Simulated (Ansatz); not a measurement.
# BF2GaH2 (SMILES F[B](F)[GaH2]): single points off equilibrium

One table from this session's results is given with a row withheld; the runs are named, their logs left out.

Computed with Ansatz 0.2.0, Gaussian basis. Level: single points in def2-TZVPP.

Correlated methods freeze the cores. Filled d shells of the heavier atoms are correlated.

**The system as given**

6 atoms, charge 0, spin multiplicity 1.

Atoms are counted from 1 here; the program's logs count them from 0.

Bond lengths: F1–B2 1.325 Å, B2–F3 1.336 Å, B2–Ga4 2.112 Å, Ga4–H5 1.686 Å, Ga4–H6 1.600 Å. Angles: F1–B2–F3 117.8°, F1–B2–Ga4 120.4°, F3–B2–Ga4 121.8°, B2–Ga4–H5 125.5°, B2–Ga4–H6 121.2°, H5–Ga4–H6 113.2°.

As a file:

| atom | x (Å) | y (Å) | z (Å) |
| --- | --- | --- | --- |
| F1 | 1.29170 | -1.66480 | -0.14880 |
| B2 | 0.27610 | -1.00110 | 0.38460 |
| F3 | -0.38010 | -1.57330 | 1.39730 |
| Ga4 | -0.24860 | 0.91180 | -0.34130 |
| H5 | 0.58160 | 1.76940 | -1.53220 |
| H6 | -1.45450 | 1.74110 | 0.30610 |

Set-up of the first run:

Input file run/in.yaml:

```yaml
crystal:
  periodic: [false, false, false]
  atoms:
    - {symbol: F, position_ang: [1.291700, -1.664800, -0.148800]}
    - {symbol: B, position_ang: [0.276100, -1.001100, 0.384600]}
    - {symbol: F, position_ang: [-0.380100, -1.573300, 1.397300]}
    - {symbol: Ga, position_ang: [-0.248600, 0.911800, -0.341300]}
    - {symbol: H, position_ang: [0.581600, 1.769400, -1.532200]}
    - {symbol: H, position_ang: [-1.454500, 1.741100, 0.306100]}
basis:
  gaussian: {orbitals: def2-TZVPP}
correlation: {method: ccsd_t}
output: {forces: true}
```

The command line of these runs was not kept.

Steps of the session up to this table: CCSD(T)/def2-TZVPP; PBE0-D4/def2-TZVPP; wB97M-V/def2-TZVPP; r2SCAN-D4/def2-TZVPP; PBE-D4/def2-TZVPP; LC-wPBE/def2-TZVPP; BLYP-D4/def2-TZVPP.

One of the session's tables, all rows but one given; the rest of the session is left out.

```
   method  RMS force component (eV/Å)  angle to CCSD(T) forces (°)  dipole (D)
  CCSD(T)                       0.522                    reference        0.33
  PBE0-D4                       0.527                         11.5        0.28
  wB97M-V                       0.521                          2.8        0.28
r2SCAN-D4                       0.509                          2.6        0.18
   PBE-D4                           ?                            ?           ?
  LC-wPBE                       0.556                          7.3        0.32
  BLYP-D4                       0.454                         24.8        0.16
```

**Question.** Estimate the row for PBE-D4.

As computed: RMS force component (eV/Å): 0.439; angle to CCSD(T) forces (°): 18.0; dipole (D): 0.16. In the column «RMS force component (eV/Å)» it is the lowest.
